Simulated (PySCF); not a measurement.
# C4H3BrO: the cost of one run

Programs: PySCF 2.14.0, with routines of our own; each step states its level. All values are computed. Atoms count from 0.

## 1. The system as given

9 atoms, charge 0, multiplicity 1; geometry from: GFN2-xTB.

## 2. Geometry optimisation at CAM-B3LYP/6-31G*

What the job is given:

```
{"job": {"xc": "CAM-B3LYP", "basis": "6-31G*", "grid": 1, "kind": "geom"}, "charge": 0, "multiplicity": 1}
Br     2.956819    -0.303148     0.349620
C      1.110057    -0.146355     0.134898
C      0.330144     0.934769    -0.141396
C     -0.993428     0.430144    -0.181251
C     -0.902371    -0.902860     0.072459
O      0.379759    -1.262844     0.266627
H      0.657208     1.941888    -0.293376
H     -1.884331     0.990830    -0.372892
H     -1.640295    -1.676430     0.140130
```

Launch:

```bash
OMP_NUM_THREADS=1 python excited_run.py task.json out
```

The driver reads the jobs from task.json and runs them one after another.

Q: Estimate the wall time and peak memory of this first job on 1 thread of Intel Xeon Platinum 8259CL at 2.50GHz, shared host.

About 56 s, with a peak of 0.53 GiB.
